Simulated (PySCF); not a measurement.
**One shape, several levels: SiBr2 (SMILES Br[Si]Br)**

Wanted: a comparison of 5 runs (PBE0/cc-pVDZ, B3LYP/6-31G*, M06-2X/6-31G*, CCSD/STO-3G) of SiBr2. 

The results are computed with PySCF 2.14.0.

### Step 1. The structure to begin with

The species is SiBr2 (3 atoms), meant as a singlet with charge 0. As SMILES, `Br[Si]Br`. The shape is that of a PBE0-D4/def2-TZVP optimisation.

Bond lengths: Br1–Si2 2.249 Å, Si2–Br3 2.249 Å. Angles: Br1–Si2–Br3 101.9°.

### Step 2. Energy and forces at PBE0/cc-pVDZ (run 1)

Contents of calc.py:

```python
from pyscf import gto, dft

mol = gto.M(
    atom=[
    ('Br', (0.975100, 1.342100, 0.670900)),
    ('Si', (-0.770000, 0.385700, -0.376400)),
    ('Br', (-0.216000, -1.792600, -0.307800)),
],
    max_memory=1860,
    basis='cc-pvdz',
    spin=0,
    verbose=4,
)

mf = dft.RKS(mol)
mf.xc = 'pbe0'
mf.conv_tol = 1e-10
mf.grids.level = 5
mf.kernel()
if not mf.converged:
    mf = mf.newton().run(mf.mo_coeff, mf.mo_occ)

e_tot = mf.e_tot
print('E = %.10f Eh' % e_tot)
grad = mf.nuc_grad_method().kernel()
mf.analyze()
```

The run is started by

```sh
$ OMP_NUM_THREADS=1 python calc.py
```

The program printed:

```text
PySCF version 2.14.0

[INPUT] num. atoms = 3
[INPUT] num. electrons = 84
[INPUT] charge = 0
[INPUT] spin (= nelec alpha-beta = 2S) = 0
[INPUT] symmetry False subgroup None
[INPUT] Mole.unit = angstrom
[INPUT] Symbol           X                Y                Z      unit          X                Y                Z       unit  Magmom
[INPUT]  1 Br     0.975100000000   1.342100000000   0.670900000000 AA    1.842671944063   2.536201431779   1.267817256971 Bohr   0.0
[INPUT]  2 Si    -0.770000000000   0.385700000000  -0.376400000000 AA   -1.455089115915   0.728867366245  -0.711292913286 Bohr   0.0
[INPUT]  3 Br    -0.216000000000  -1.792600000000  -0.307800000000 AA   -0.408180842906  -3.387523050895  -0.581657701141 Bohr   0.0

nuclear repulsion = 416.18577817775
number of shells = 17
number of NR pGTOs = 195
number of NR cGTOs = 72
basis = cc-pvdz
ecp = {}

[... 63 lines left out ...]
Total Energy =                       -5437.094554551216788
[... 8 lines left out ...]
MO #2   energy= -483.295370139592  occ= 2
[... 6 lines left out ...]
MO #9   energy= -56.4713880286519  occ= 2
[... 6 lines left out ...]
MO #16  energy= -6.60692908112733  occ= 2
[... 6 lines left out ...]
MO #23  energy= -3.74587258482152  occ= 2
[... 6 lines left out ...]
MO #30  energy= -2.68719158672795  occ= 2
[... 6 lines left out ...]
MO #37  energy= -0.396820675155932 occ= 2
[... 6 lines left out ...]
MO #44  energy= -0.00694410001299276 occ= 0
[... 6 lines left out ...]
MO #51  energy= 0.312902022007462  occ= 0
[... 6 lines left out ...]
MO #58  energy= 0.531512982353184  occ= 0
[... 6 lines left out ...]
MO #65  energy= 0.64581461489877   occ= 0
[... 6 lines left out ...]
MO #72  energy= 1.0781687725885    occ= 0
[... 39 lines left out ...]
pop of  1 Si 4px          0.00517
pop of  1 Si 4py          0.01214
pop of  1 Si 4pz          0.00216
pop of  1 Si 3dxy         0.01261
pop of  1 Si 3dyz         0.00940
pop of  1 Si 3dz^2        0.00830
pop of  1 Si 3dxz         0.00900
pop of  1 Si 3dx2-y2      0.01306
pop of  2 Br 1s           2.00000
pop of  2 Br 2s           1.99992
pop of  2 Br 3s           1.99915
pop of  2 Br 4s           1.91560
pop of  2 Br 5s           0.00161
pop of  2 Br 2px          1.99999
pop of  2 Br 2py          1.99999
pop of  2 Br 2pz          1.99999
pop of  2 Br 3px          1.99988
pop of  2 Br 3py          1.99983
pop of  2 Br 3pz          1.99987
pop of  2 Br 4px          1.88763
pop of  2 Br 4py          1.53475
pop of  2 Br 4pz          1.84565
pop of  2 Br 5px          0.00089
pop of  2 Br 5py          0.00230
pop of  2 Br 5pz          0.00038
pop of  2 Br 3dxy         1.99996
pop of  2 Br 3dyz         1.99996
pop of  2 Br 3dz^2        1.99996
pop of  2 Br 3dxz         1.99997
pop of  2 Br 3dx2-y2      1.99995
pop of  2 Br 4dxy         0.00348
pop of  2 Br 4dyz         0.00278
pop of  2 Br 4dz^2        0.00183
pop of  2 Br 4dxz         0.00024
pop of  2 Br 4dx2-y2      0.00495
 ** Mulliken atomic charges  **
charge of    0Br =     -0.20055
charge of    1Si =      0.40106
charge of    2Br =     -0.20051
Dipole moment(X, Y, Z, Debye): -0.72919,  0.38718, -0.35396
```

Run time: 23 s. Hardware: 1 thread of Intel Xeon at 2.70GHz, shared host; peak memory 0.7 GiB.

### Step 3. Energy and forces at B3LYP/6-31G(d) (spherical functions) (run 2)

Contents of run.py:

```python
import pyscf.grad
from pyscf import gto, dft

molecule = gto.M(
    atom=[
    ('Br', (0.975100, 1.342100, 0.670900)),
    ('Si', (-0.770000, 0.385700, -0.376400)),
    ('Br', (-0.216000, -1.792600, -0.307800)),
],
    max_memory=1860,
    charge=0,
    basis='6-31g*',
    verbose=4,
    spin=0,
)

mf = dft.RKS(molecule, xc='b3lyp')
mf.conv_tol = 1e-10
mf.grids.level = 5
mf.kernel()
if not mf.converged:
    mf = mf.newton().run(mf.mo_coeff, mf.mo_occ)

energy = mf.e_tot
print('E(%s) = %.9f' % ('B3LYP', energy))
grad = mf.Gradients().kernel()
mf.analyze()
```

The run is started by

```sh
$ OMP_NUM_THREADS=1 python run.py
```

The program printed:

```text
PySCF version 2.14.0

[INPUT] num. atoms = 3
[INPUT] num. electrons = 84
[INPUT] charge = 0
[INPUT] spin (= nelec alpha-beta = 2S) = 0
[INPUT] symmetry False subgroup None
[INPUT] Mole.unit = angstrom
[INPUT] Symbol           X                Y                Z      unit          X                Y                Z       unit  Magmom
[INPUT]  1 Br     0.975100000000   1.342100000000   0.670900000000 AA    1.842671944063   2.536201431779   1.267817256971 Bohr   0.0
[INPUT]  2 Si    -0.770000000000   0.385700000000  -0.376400000000 AA   -1.455089115915   0.728867366245  -0.711292913286 Bohr   0.0
[INPUT]  3 Br    -0.216000000000  -1.792600000000  -0.307800000000 AA   -0.408180842906  -3.387523050895  -0.581657701141 Bohr   0.0

nuclear repulsion = 416.18577817775
number of shells = 32
number of NR pGTOs = 241
number of NR cGTOs = 82
basis = 6-31g*
ecp = {}

[... 51 lines left out ...]
converged SCF energy = -5437.30094794614
[... 21 lines left out ...]
MO #2   energy= -482.82628279403   occ= 2
[... 7 lines left out ...]
MO #10  energy= -56.338749137007   occ= 2
[... 7 lines left out ...]
MO #18  energy= -6.53819552478539  occ= 2
[... 7 lines left out ...]
MO #26  energy= -2.63975402525232  occ= 2
[... 7 lines left out ...]
MO #34  energy= -0.80662398648875  occ= 2
[... 7 lines left out ...]
MO #42  energy= -0.27168848132357  occ= 2
[... 7 lines left out ...]
MO #50  energy= 0.259077917217268  occ= 0
[... 7 lines left out ...]
MO #58  energy= 0.420902515330312  occ= 0
[... 7 lines left out ...]
MO #66  energy= 0.6187541199579    occ= 0
[... 7 lines left out ...]
MO #74  energy= 4.69465784804804   occ= 0
[... 7 lines left out ...]
MO #82  energy= 4.88114147627053   occ= 0
[... 49 lines left out ...]
pop of  1 Si 3dz^2        0.00577
pop of  1 Si 3dxz         0.00636
pop of  1 Si 3dx2-y2      0.00999
pop of  2 Br 1s           2.00000
pop of  2 Br 2s           1.99994
pop of  2 Br 3s           1.99912
pop of  2 Br 4s           1.91881
pop of  2 Br 5s           0.00267
pop of  2 Br 2px          2.00000
pop of  2 Br 2py          2.00000
pop of  2 Br 2pz          2.00000
pop of  2 Br 3px          1.99989
pop of  2 Br 3py          1.99984
pop of  2 Br 3pz          1.99988
pop of  2 Br 4px          1.88791
pop of  2 Br 4py          1.52879
pop of  2 Br 4pz          1.84707
pop of  2 Br 5px          0.00147
pop of  2 Br 5py          0.00414
pop of  2 Br 5pz          0.00059
pop of  2 Br 3dxy         1.99985
pop of  2 Br 3dyz         1.99985
pop of  2 Br 3dz^2        1.99986
pop of  2 Br 3dxz         1.99988
pop of  2 Br 3dx2-y2      1.99984
pop of  2 Br 4dxy         0.00315
pop of  2 Br 4dyz         0.00240
pop of  2 Br 4dz^2        0.00194
pop of  2 Br 4dxz         0.00028
pop of  2 Br 4dx2-y2      0.00505
pop of  2 Br 5dxy         0.00012
pop of  2 Br 5dyz         0.00009
pop of  2 Br 5dz^2        0.00006
pop of  2 Br 5dxz         0.00001
pop of  2 Br 5dx2-y2      0.00015
 ** Mulliken atomic charges  **
charge of    0Br =     -0.20264
charge of    1Si =      0.40526
charge of    2Br =     -0.20262
Dipole moment(X, Y, Z, Debye): -0.90460,  0.48043, -0.43910
```

Wall time 30 s (1 thread of Intel Xeon at 2.70GHz, shared host); peak memory 0.79 GiB.

Runs 3 to 4 aren't shown in full; the table further down has their settings and results.

### Step 4. A single-point energy at CCSD/STO-3G (run 5)

Contents of run.py:

```python
from pyscf import gto, scf, cc

mol = gto.M(
    atom=[
    ('Br', (0.975100, 1.342100, 0.670900)),
    ('Si', (-0.770000, 0.385700, -0.376400)),
    ('Br', (-0.216000, -1.792600, -0.307800)),
],
    basis='sto-3g',
    charge=0,
    max_memory=1860,
    verbose=4,
)

mf = scf.RHF(mol)
mf.conv_tol = 1e-10
mf.kernel()
if not mf.converged:
    mf = mf.newton().run(mf.mo_coeff, mf.mo_occ)

mycc = cc.CCSD(mf, frozen=23)
mycc.kernel()
energy = mycc.e_tot
print('E(%s) = %.9f' % ('CCSD', energy))
dip = mf.dip_moment()
pop, q = mf.mulliken_pop()
```

The run is started by

```sh
$ OMP_NUM_THREADS=1 python run.py
```

The program printed:

```text
PySCF version 2.14.0

[INPUT] num. atoms = 3
[INPUT] num. electrons = 84
[INPUT] charge = 0
[INPUT] spin (= nelec alpha-beta = 2S) = 0
[INPUT] symmetry False subgroup None
[INPUT] Mole.unit = angstrom
[INPUT] Symbol           X                Y                Z      unit          X                Y                Z       unit  Magmom
[INPUT]  1 Br     0.975100000000   1.342100000000   0.670900000000 AA    1.842671944063   2.536201431779   1.267817256971 Bohr   0.0
[INPUT]  2 Si    -0.770000000000   0.385700000000  -0.376400000000 AA   -1.455089115915   0.728867366245  -0.711292913286 Bohr   0.0
[INPUT]  3 Br    -0.216000000000  -1.792600000000  -0.307800000000 AA   -0.408180842906  -3.387523050895  -0.581657701141 Bohr   0.0

nuclear repulsion = 416.18577817775
number of shells = 21
number of NR pGTOs = 135
number of NR cGTOs = 45
basis = sto-3g
ecp = {}

[... 37 lines left out ...]
converged SCF energy = -5374.99600724198
[... 12 lines left out ...]
Init t2, MP2 energy = -5375.03689193517  E_corr(MP2) -0.0408846931897981
[... 12 lines left out ...]
CCSD converged
[... 2 lines left out ...]
Dipole moment(X, Y, Z, Debye): -2.04616,  1.08716, -0.99316
[... 10 lines left out ...]
pop of  0 Br 3pz          1.99689
pop of  0 Br 4px          1.65030
pop of  0 Br 4py          1.86751
pop of  0 Br 4pz          1.80740
pop of  0 Br 3dxy         1.99974
pop of  0 Br 3dyz         1.99990
pop of  0 Br 3dz^2        1.99994
pop of  0 Br 3dxz         1.99972
pop of  0 Br 3dx2-y2      1.99988
pop of  1 Si 1s           1.99991
pop of  1 Si 2s           1.99658
pop of  1 Si 3s           1.85345
pop of  1 Si 2px          1.96445
pop of  1 Si 2py          1.96139
pop of  1 Si 2pz          1.95742
pop of  1 Si 3px          0.70701
pop of  1 Si 3py          0.62722
pop of  1 Si 3pz          0.36785
pop of  2 Br 1s           2.00000
pop of  2 Br 2s           1.99986
pop of  2 Br 3s           1.99964
pop of  2 Br 4s           1.96985
pop of  2 Br 2px          1.99998
pop of  2 Br 2py          1.99984
pop of  2 Br 2pz          1.99998
pop of  2 Br 3px          1.99889
pop of  2 Br 3py          1.99116
pop of  2 Br 3pz          1.99878
pop of  2 Br 4px          1.93271
pop of  2 Br 4py          1.47246
pop of  2 Br 4pz          1.92002
pop of  2 Br 3dxy         1.99985
pop of  2 Br 3dyz         1.99994
pop of  2 Br 3dz^2        1.99983
pop of  2 Br 3dxz         2.00000
pop of  2 Br 3dx2-y2      1.99957
 ** Mulliken atomic charges  **
charge of    0Br =     -0.28238
charge of    1Si =      0.56473
charge of    2Br =     -0.28235
```

Run time: 1.4 s. Hardware: 1 thread of Intel Xeon at 2.70GHz, shared host; peak memory 0.11 GiB.

### Step 5. Overview of the runs

```tsv
run	level	Cartesian functions	task	energy (Eh)	dipole moment (D) of the reference	HOMO energy (eV)	LUMO energy (eV)	wall time
1	PBE0/cc-pVDZ	no	gradient	-5437.094555	0.90	-7.50	-3.07	23 s
2	B3LYP/6-31G* (spherical functions)	no	gradient	-5437.300948	1.11	-7.39	-3.31	30 s
3	M06-2X/6-31G* (spherical functions)	no	gradient	-5437.260483	1.44	-8.67	-2.48	45 s
4	B3LYP/6-31G* (Cartesian functions)	yes	gradient	-5437.319875	1.11	-7.39	-3.31	30 s
5	CCSD/STO-3G	no	energy	-5375.049674	2.52	-6.99	4.14	1.4 s
```

### Step 6. Outcome

```
                                           quantity           value
                                run 5: total energy  -5375.04967 Eh
        run 5: dipole moment (Hartree–Fock density)          2.52 D
         run 5: HOMO energy (Hartree–Fock orbitals)        -6.99 eV
         run 5: LUMO energy (Hartree–Fock orbitals)         4.14 eV
       run 5: HOMO–LUMO gap (Hartree–Fock orbitals)        11.13 eV
run 5: correlation energy (23 core orbitals frozen)       -53.7 mEh
                               run 5: T1 diagnostic           0.010
```

In words: Over runs 1, 2, 3, 4 the dipole moment (its size) runs from 0.90 D (PBE0/cc-pVDZ) to 1.44 D (M06-2X/6-31G*). The two ends differ in method and basis. Over runs 1, 2, 3, 4 the HOMO–LUMO gap runs from 4.08 eV (B3LYP/6-31G*) to 6.19 eV (M06-2X/6-31G*). Totals of different functionals can't be ranked against each other. In run 5 the basis is minimal, so the values are rough. All runs together took 2.2 min, the longest 45 s.
